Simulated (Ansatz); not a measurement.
**Alloy of CdTe and CdSe (12 of 64 Te sites exchanged), 128 atoms**

Aim: relax the alloy cell and compare the gap by PBEsol and HSE06.

All numbers are computed with Ansatz 0.2.0 (PAW, plane waves).

## Step 1: Starting point

128 atoms (64 Cd, 52 Te, 12 Se); a = 18.135 Å, b = 18.135 Å, c = 18.135 Å, α = 60.00°, β = 60.00°, γ = 60.00°. All atoms were shaken off their sites by about 0.02 Å along each axis.

The runs, in order: (2) PBEsol cell relaxation at the single k point (½, ½, ½), on 1 × NVIDIA GB300 Max-Q with 8 threads of Arm Neoverse-V2; (3) HSE06 single point at the Γ point alone, on 1 × NVIDIA GB300 Max-Q with 8 threads of Arm Neoverse-V2.

## Step 2: Relaxing cell and atoms with PBEsol

File in.yaml:

```yaml
crystal:
  lattice:
    - [0.000000, 12.823028, 12.823028]
    - [12.823028, 0.000000, 12.823028]
    - [12.823028, 12.823028, 0.000000]
  atoms:
    - { symbol: Cd, position: [0.996919, 0.004490, 0.998345] }
    - { symbol: Cd, position: [0.500617, 0.999175, 0.000396] }
    - { symbol: Cd, position: [0.997011, 0.501942, 0.001398] }
    - { symbol: Cd, position: [0.999673, 0.002776, 0.498694] }
    - { symbol: Cd, position: [0.251725, 0.250172, 0.247318] }
    - { symbol: Cd, position: [0.499978, 0.497428, 0.000756] }
    - { symbol: Cd, position: [0.499725, 0.000611, 0.499806] }
    - { symbol: Cd, position: [0.750636, 0.247823, 0.251778] }
    - { symbol: Cd, position: [0.998376, 0.499630, 0.499758] }
    - { symbol: Cd, position: [0.250597, 0.751277, 0.249816] }
    - { symbol: Cd, position: [0.248958, 0.249018, 0.751298] }
    - { symbol: Cd, position: [0.497937, 0.500585, 0.500377] }
    - { symbol: Cd, position: [0.750737, 0.749722, 0.250384] }
    - { symbol: Cd, position: [0.750425, 0.247779, 0.751721] }
    - { symbol: Cd, position: [0.250762, 0.749457, 0.751614] }
    - { symbol: Cd, position: [0.750381, 0.748513, 0.750501] }
    - { symbol: Cd, position: [0.002028, 0.001035, 0.247295] }
    - { symbol: Cd, position: [0.251353, 0.248808, 0.000293] }
    - { symbol: Cd, position: [0.500857, 0.999832, 0.248268] }
    - { symbol: Cd, position: [0.749184, 0.248001, 0.000684] }
    - { symbol: Cd, position: [0.998205, 0.499451, 0.251312] }
    - { symbol: Cd, position: [0.251255, 0.750325, 0.997139] }
    - { symbol: Cd, position: [0.003662, 0.002137, 0.748021] }
    - { symbol: Cd, position: [0.249815, 0.251117, 0.500321] }
    - { symbol: Cd, position: [0.500053, 0.499508, 0.250140] }
    - { symbol: Cd, position: [0.750530, 0.750407, 0.999280] }
    - { symbol: Cd, position: [0.500276, 0.999753, 0.749409] }
    - { symbol: Cd, position: [0.752334, 0.249786, 0.500494] }
    - { symbol: Cd, position: [0.000895, 0.500727, 0.746886] }
    - { symbol: Cd, position: [0.249093, 0.751122, 0.499764] }
    - { symbol: Cd, position: [0.500843, 0.499743, 0.749703] }
    - { symbol: Cd, position: [0.751806, 0.748854, 0.501184] }
    - { symbol: Cd, position: [0.000697, 0.249832, 0.000073] }
    - { symbol: Cd, position: [0.250825, 0.999496, 0.248933] }
    - { symbol: Cd, position: [0.500443, 0.248711, 0.001279] }
    - { symbol: Cd, position: [0.748002, 0.001141, 0.251059] }
    - { symbol: Cd, position: [0.998479, 0.750758, 0.001355] }
    - { symbol: Cd, position: [0.998984, 0.251575, 0.499669] }
    - { symbol: Cd, position: [0.250116, 0.498682, 0.247474] }
    - { symbol: Cd, position: [0.498010, 0.749221, 0.002168] }
    - { symbol: Cd, position: [0.248123, 0.003078, 0.750565] }
    - { symbol: Cd, position: [0.499928, 0.250559, 0.500238] }
    - { symbol: Cd, position: [0.748496, 0.499112, 0.250740] }
    - { symbol: Cd, position: [0.748988, 0.000107, 0.752065] }
    - { symbol: Cd, position: [0.998877, 0.751499, 0.500890] }
    - { symbol: Cd, position: [0.247853, 0.500900, 0.751277] }
    - { symbol: Cd, position: [0.498172, 0.749266, 0.500110] }
    - { symbol: Cd, position: [0.749410, 0.500177, 0.750131] }
    - { symbol: Cd, position: [0.250264, 0.999440, 0.998973] }
    - { symbol: Cd, position: [0.750307, 0.998493, 0.000959] }
    - { symbol: Cd, position: [0.001071, 0.252306, 0.248483] }
    - { symbol: Cd, position: [0.248357, 0.501338, 0.000866] }
    - { symbol: Cd, position: [0.252595, 0.998034, 0.499527] }
    - { symbol: Cd, position: [0.503282, 0.248886, 0.250189] }
    - { symbol: Cd, position: [0.751205, 0.499267, 0.000377] }
    - { symbol: Cd, position: [0.752633, 0.998170, 0.500757] }
    - { symbol: Cd, position: [0.000367, 0.749534, 0.249269] }
    - { symbol: Cd, position: [0.001111, 0.249540, 0.749421] }
    - { symbol: Cd, position: [0.249220, 0.500610, 0.498715] }
    - { symbol: Cd, position: [0.500962, 0.750264, 0.248140] }
    - { symbol: Cd, position: [0.500060, 0.248968, 0.749791] }
    - { symbol: Cd, position: [0.748250, 0.501858, 0.499632] }
    - { symbol: Cd, position: [0.999344, 0.751651, 0.749604] }
    - { symbol: Cd, position: [0.501797, 0.751658, 0.747999] }
    - { symbol: Te, position: [0.060767, 0.062872, 0.065251] }
    - { symbol: Te, position: [0.561966, 0.061313, 0.065393] }
    - { symbol: Te, position: [0.062673, 0.563266, 0.060245] }
    - { symbol: Te, position: [0.065459, 0.062007, 0.560849] }
    - { symbol: Te, position: [0.313080, 0.312027, 0.312173] }
    - { symbol: Te, position: [0.811312, 0.312992, 0.311641] }
    - { symbol: Te, position: [0.313989, 0.813288, 0.312383] }
    - { symbol: Te, position: [0.311847, 0.313349, 0.811838] }
    - { symbol: Te, position: [0.561076, 0.562822, 0.563533] }
    - { symbol: Te, position: [0.811793, 0.809375, 0.313909] }
    - { symbol: Te, position: [0.813258, 0.310765, 0.812344] }
    - { symbol: Te, position: [0.310643, 0.814062, 0.810415] }
    - { symbol: Te, position: [0.812453, 0.812225, 0.812863] }
    - { symbol: Te, position: [0.062770, 0.063791, 0.310355] }
    - { symbol: Te, position: [0.310995, 0.311457, 0.064058] }
    - { symbol: Te, position: [0.561980, 0.062859, 0.312907] }
    - { symbol: Te, position: [0.065680, 0.558149, 0.312060] }
    - { symbol: Te, position: [0.313507, 0.812190, 0.061445] }
    - { symbol: Te, position: [0.060533, 0.064848, 0.811191] }
    - { symbol: Te, position: [0.561722, 0.562256, 0.313368] }
    - { symbol: Te, position: [0.813171, 0.812420, 0.061856] }
    - { symbol: Te, position: [0.563314, 0.062586, 0.812035] }
    - { symbol: Te, position: [0.814717, 0.309905, 0.562178] }
    - { symbol: Te, position: [0.061464, 0.562706, 0.814060] }
    - { symbol: Te, position: [0.312093, 0.812107, 0.562153] }
    - { symbol: Te, position: [0.562757, 0.562811, 0.811084] }
    - { symbol: Te, position: [0.812379, 0.812097, 0.562573] }
    - { symbol: Te, position: [0.314405, 0.063086, 0.312880] }
    - { symbol: Te, position: [0.562417, 0.311730, 0.063339] }
    - { symbol: Te, position: [0.812510, 0.062790, 0.312471] }
    - { symbol: Te, position: [0.063232, 0.810807, 0.062541] }
    - { symbol: Te, position: [0.061587, 0.312450, 0.564060] }
    - { symbol: Te, position: [0.562951, 0.812500, 0.063644] }
    - { symbol: Te, position: [0.313115, 0.061809, 0.813284] }
    - { symbol: Te, position: [0.565061, 0.311422, 0.561994] }
    - { symbol: Te, position: [0.813938, 0.561946, 0.313242] }
    - { symbol: Te, position: [0.813229, 0.061806, 0.813256] }
    - { symbol: Te, position: [0.312101, 0.563099, 0.813505] }
    - { symbol: Te, position: [0.566231, 0.813580, 0.559456] }
    - { symbol: Te, position: [0.813187, 0.561345, 0.812597] }
    - { symbol: Te, position: [0.311894, 0.061711, 0.062654] }
    - { symbol: Te, position: [0.063478, 0.313575, 0.312644] }
    - { symbol: Te, position: [0.312790, 0.563474, 0.062090] }
    - { symbol: Te, position: [0.312634, 0.061829, 0.561121] }
    - { symbol: Te, position: [0.561575, 0.312347, 0.313585] }
    - { symbol: Te, position: [0.811151, 0.561321, 0.065219] }
    - { symbol: Te, position: [0.813184, 0.062101, 0.563354] }
    - { symbol: Te, position: [0.062061, 0.812010, 0.314209] }
    - { symbol: Te, position: [0.312541, 0.563144, 0.560087] }
    - { symbol: Te, position: [0.563872, 0.812177, 0.312027] }
    - { symbol: Te, position: [0.811948, 0.563364, 0.562590] }
    - { symbol: Te, position: [0.560824, 0.814126, 0.812072] }
    - { symbol: Se, position: [0.561663, 0.563426, 0.061460] }
    - { symbol: Se, position: [0.561742, 0.062789, 0.562443] }
    - { symbol: Se, position: [0.063087, 0.562872, 0.563600] }
    - { symbol: Se, position: [0.811158, 0.311685, 0.064025] }
    - { symbol: Se, position: [0.311725, 0.314410, 0.561159] }
    - { symbol: Se, position: [0.062572, 0.312848, 0.063966] }
    - { symbol: Se, position: [0.312238, 0.564078, 0.312278] }
    - { symbol: Se, position: [0.063180, 0.813262, 0.562764] }
    - { symbol: Se, position: [0.813583, 0.060604, 0.061026] }
    - { symbol: Se, position: [0.061419, 0.314521, 0.812196] }
    - { symbol: Se, position: [0.562031, 0.311369, 0.812932] }
    - { symbol: Se, position: [0.061453, 0.811576, 0.814007] }
kpoints:
  mp_grid: { grid: [1, 1, 1], shift: [0.5, 0.5, 0.5] }
hamiltonian:
  xc: pbesol
scf:
  occupations: { method: fermi_dirac, width: 0.01 }
relax:
  f_tol: 0.03
  max_steps: 80
  escape_saddle: false
  adjacent_minimum: "off"
  cell: { fix: [shape] }
output:
  forces: true
  eigenvalues: true
  populations: true
```

Launch:

```
$ ansatz run in.yaml --threads 8 --pin off --max-ram 118750MiB --runs-dir r --events-out ev --progress --plain --backend cuda --devices 0,
```

Further steps of the session: HSE06 single point.

Q: Predict the outcome of this session. Wanted: for each run, top filled to lowest empty.

The runs gave:

| level | time | k points | top filled to lowest empty (eV) |
| --- | --- | --- | --- |
| PBEsol, relaxation | 27 s (GPU) | (½, ½, ½) | 1.40 |
| HSE06 | 9.6 min (GPU) | Γ | 1.48 |

| quantity | value |
| --- | --- |
| relaxation | 5 recorded steps, 2.33 eV gained |
| largest shift | 0.21 Å (Cd9 and others alike) |
| relaxed cell | a = 18.135 Å, b = 18.135 Å, c = 18.135 Å, α = 60.00°, β = 60.00°, γ = 60.00° |
| mean bonds | Cd–Se 2.667, Cd–Te 2.803 Å |

**What this shows.** The relaxation lowers the energy by 2.33 eV; the largest shift is 0.21 Å (Cd9 and others alike), while the volume changes by +0.0 %. The mean lengths of the listed bonds run from Cd–Se 2.67 Å to Cd–Te 2.80 Å. Rows on different k points differ by sampling as well as by level. Spin–orbit coupling is left out, which matters for the band edges of the heavier elements here. With one k point the spacing samples only the states that fold onto it, so it can exceed the gap over the zone.
